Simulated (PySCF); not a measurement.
# I3Mn (MnI3): the cost of one run

Computed with PySCF 2.14.0 and routines of our own; the level stands in each step. Atoms count from 0.

## 1. The starting structure

4 atoms, charge 0, states of the metal's open shell are computed; geometry from: model start, shaken.

## 2. Optimising the geometry at PBE0-D3(BJ)/def2-TZVP

Job settings and geometry (Å):

```
{"job": {"xc": "PBE0", "basis": "def2-TZVP", "d3": "d3bj", "grid": 1, "maxiter": 45, "kind": "geom"}, "charge": 0, "metal": "Mn", "open_shell": "d4"}
Mn     0.000020     0.004480    -0.004110
I      2.511640    -0.006820    -0.014870
I     -1.261600     2.206820    -0.007380
I     -1.271810    -2.179370     0.005350
```

Launch:

```
> OMP_NUM_THREADS=1 python lf_run.py task.json out
```

The driver reads the jobs from task.json and runs them one after another.

Q: Estimate the wall time and peak memory of this first job on 1 thread of Arm Neoverse V1, shared host.

About 8.8 min, with a peak of 0.9 GiB.
